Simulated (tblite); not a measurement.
# C6H11N2PSi: the cost of one run

Programs: tblite 0.8.0 and PySCF 2.14.0, with density-fitted response routines of our own. Each step states its level of theory. These are calculated values for one molecule in the gas phase, unless marked as measured. Atoms are numbered from 0 throughout.

**1. The molecule as given**

21 atoms, charge 0, multiplicity 1; geometry from: force field or distance geometry start.

Bonds of the start (Å): C0–N1 1.44, N1–Si2 1.77, Si2–P3 2.24, Si2–C4 1.82, C4–C5 1.38, C5–C6 1.40, C6–C7 1.36, C7–C8 1.38, C8–N9 1.35, N9–C4 1.34, C0–H10 1.10, C0–H11 1.11, C0–H12 1.13, N1–H13 1.03, Si2–H14 1.48, P3–H15 1.43, P3–H16 1.46, C5–H17 1.08, C6–H18 1.09, C7–H19 1.07, C8–H20 1.08.

**2. Relaxing the molecule with GFN2-xTB**

What the job is given:

```
{"job": {"kind": "relax", "xc": "GFN2-xTB", "basis": "xTB"}, "charge": 0, "multiplicity": 1}
C     -3.325400    -1.045100     0.082100
N     -2.048000    -0.895500    -0.555000
Si    -1.021200     0.335700     0.199400
P     -1.466500     2.223000    -0.912600
C      0.755800    -0.044700     0.232300
C      1.572600     0.682900    -0.616300
C      2.948600     0.404300    -0.605400
C      3.460800    -0.556700     0.217400
C      2.615200    -1.273900     1.040900
N      1.294000    -0.988400     1.020400
H     -3.929300    -1.894500    -0.284100
H     -3.147700    -1.107400     1.173900
H     -3.900100    -0.082000    -0.083700
H     -1.576700    -1.769600    -0.828000
H     -1.522600     0.567100     1.573600
H     -0.342400     3.080400    -0.713300
H     -2.693200     2.735700    -0.309400
H      1.174900     1.449700    -1.267600
H      3.589600     0.985400    -1.263700
H      4.515600    -0.755900     0.208300
H      3.036900    -2.033200     1.690300
```

Run with:

```sh
> OMP_NUM_THREADS=1 python probes_run.py task.json out
```

One launch serves the whole session: the jobs run in the order shown.

Q: Estimate the wall time and peak memory of this first job on 1 thread of Arm Neoverse V1, shared host.

About 1.4 s, with a peak of 0.18 GiB.
